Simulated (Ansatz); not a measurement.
# Li4Se3: the cost of one run

Program: Ansatz 0.2.0. Level of theory: DFT PBE, scalar-relativistic, plane waves, PAW. These are calculated values, not measurements.

## (1) Starting point

Symmetry: P-43m, No. 215, cubic system. The conventional cell has a = 5.221 Å, b = 5.221 Å, c = 5.221 Å, α = 90.00°, β = 90.00°, γ = 90.00°. Li (site symmetry 3m) has 3 Se at 2.38 Å as nearest neighbours. Around Se (site symmetry -42m) lie 4 Li at 2.38 Å.

Coordinates:

```
Li Se
1.0
     5.22071    0.00000    0.00000
     0.00000    5.22071    0.00000
     0.00000    0.00000    5.22071
Li Se
4 3
Direct
  0.28429 0.71571 0.28429
  0.71571 0.28429 0.28429
  0.28429 0.28429 0.71571
  0.71571 0.71571 0.71571
  0.00000 0.00000 0.50000
  0.50000 0.00000 0.00000
  0.00000 0.50000 0.00000
```

A structure generator made this guess: species swapped into a database cell of Sn3As4 (P-43m, No. 215), with Se on the Sn sites and Li on the As sites. The dimensions are guesses.

## (2) A first look at the guess

File input.yaml:

```yaml
crystal:
  lattice:
    - [5.2207111, 0.0, 0.0]
    - [0.0, 5.2207111, 0.0]
    - [0.0, 0.0, 5.2207111]
  atoms:
    - { symbol: Li, position: [0.28429461, 0.71570539, 0.28429461] }
    - { symbol: Li, position: [0.71570539, 0.28429461, 0.28429461] }
    - { symbol: Li, position: [0.28429461, 0.28429461, 0.71570539] }
    - { symbol: Li, position: [0.71570539, 0.71570539, 0.71570539] }
    - { symbol: Se, position: [0.0, 0.0, 0.5] }
    - { symbol: Se, position: [0.5, 0.0, 0.0] }
    - { symbol: Se, position: [0.0, 0.5, 0.0] }
basis:
  ecutwfc: 420
kpoints:
  mp_grid: { grid: [4, 4, 4] }
hamiltonian:
  xc: pbe
scf:
  occupations: { method: gaussian, width: 0.1 }
  lower_state_search: "off"
output:
  forces: true
  stress: true
  eigenvalues: true
```

Run with:

```console
> ansatz run input.yaml --threads 1 --pin off --max-ram 2048MiB --backend cpu --events-out ev --progress --plain --runs-dir out
```

Q: Estimate wall time and peak memory on 1 thread of Intel Xeon Platinum 8488C (Sapphire Rapids), shared host.

About 2.9 s, with a peak of 0.4 GiB.
